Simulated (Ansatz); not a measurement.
## Ba-Sr mixtures: a scan of ordered alloys across composition, step by step

Computed with Ansatz's Python interface.

Run as a notebook:

**Cell 1**
```python
from collections import Counter
import warnings

import ansatz
import numpy as np
```

**Cell 2**
```python
FUNCTIONAL = "pbesol"
ECUT = 510
K_SPACING = 0.27
SMEARING = "fermi_dirac"
SMEARING_WIDTH = 0.05
```

**Cell 3**
```python
def fcc(a_site, a):
    return (
        ansatz.Lattice.fcc(a)
        .space_group(225)
        .atom(a_site, (0, 0, 0))
        .primitive()
    )
```

**Cell 4**
```python
A_FIRST, A_LAST = 6.32, 6.08
```

**Cell 5**
```python
def compute(name, crystal):
    calc = (
        crystal.calculation()
        .functional(FUNCTIONAL)
        .basis(ECUT)
        .kpoints(spacing=K_SPACING)
        .occupations(SMEARING, width=SMEARING_WIDTH)
        .band_table()
    )
    calc = calc.relax(force_tolerance=0.02, cell=True)
    return calc.run()
```

**Cell 6**
```python
def relaxed_twice(name, crystal):
    # the second pass draws mesh and plane waves anew for the relaxed cell
    first = compute(name, crystal)
    again = ansatz.Crystal(lattice=ansatz.Lattice.of(first.lattice.cell_ang))
    for site in first.report["lattice"]["sites"]:
        again = again.atom(site["symbol"], site["position_frac"])
    return compute(name, again)
```

**Cell 7**
```python
def volume_per_atom(outcome):
    return abs(np.linalg.det(outcome.lattice.cell_ang)) / len(outcome.lattice.sites)
```

**Cell 8**
```python
def counts(outcome):
    return Counter(site.symbol for site in outcome.lattice.sites)
```

**Cell 9**
```python
warnings.simplefilter("ignore")
```

**Cell 10**
```python
# ordered cells: the first k mixed sites take the second element
phases = {}
for k in range(4 + 1):
    a = A_FIRST + (A_LAST - A_FIRST) * k / 4
    cell = fcc("Ba", a).conventional().resolved()
    sites = [site.position for site in cell.sites if site.symbol == "Ba"]
    for position in sites[:k]:
        cell = cell.substitution("Sr", at=position, replaces="Ba")
    phases[f"Ba{4 - k}Sr{k}"] = cell.resolved()
```

**Cell 11**
```python
done = {name: relaxed_twice(name, crystal) for name, crystal in phases.items()}
```

**Cell 12**
```python
# mixing quantities against the straight line between the end members, both on this lattice
x = {name: counts(o)["Sr"] / (counts(o)["Ba"] + counts(o)["Sr"]) for name, o in done.items()}
first, last = min(x, key=x.get), max(x, key=x.get)
energy = {name: o.report["energy_sigma0_ev"] / len(o.lattice.sites) for name, o in done.items()}
volume = {name: volume_per_atom(o) for name, o in done.items()}
rows = []
for name in sorted(done, key=x.get):
    line = lambda table: (1 - x[name]) * table[first] + x[name] * table[last]
    rows.append((name, x[name], 1000 * (energy[name] - line(energy)), volume[name], 100 * (volume[name] / line(volume) - 1)))
print("      cell       x(Sr)  E_mix (meV/atom)  V (A^3/atom)  excess V (%)")
for row in rows:
    print(f"{str(row[0]):>10}  {row[1]:10.3f}  {row[2]:+16.1f}  {row[3]:12.3f}  {row[4]:+12.2f}")
```
Output:
```text
      cell       x(Sr)  E_mix (meV/atom)  V (A^3/atom)  excess V (%)
    Ba4Sr0       0.000              +0.0        57.690         +0.00
    Ba3Sr1       0.250             +13.0        57.826         +2.74
    Ba2Sr2       0.500             +10.2        56.002         +2.04
    Ba1Sr3       0.750              +2.2        53.980         +0.93
    Ba0Sr4       1.000              +0.0        52.077         +0.00
```

Mixing energies: +13 meV an atom at x(Sr) = 0.25 (volume +2.7 % off the straight line), +10 meV an atom at x(Sr) = 0.50 (volume +2.0 % off the straight line) and +2 meV an atom at x(Sr) = 0.75 (volume +0.9 % off the straight line). Values this small can change sign on a finer mesh.

Notes:
- For the metals among these phases the mesh is modest: differences between phases can be off by up to 40 meV an atom.
- These are small ordered cells, with both end members on the same lattice, which need not be their own; they aren't random solutions. Differences under about 40 meV an atom lie within the error of mesh and functional.
- The cells are prototypes set up for this calculation and needn't exist.
- Hardware and time: 2.6 min on 1 thread of Arm Neoverse V2, with other jobs on the host, peak memory 0.61 GiB.
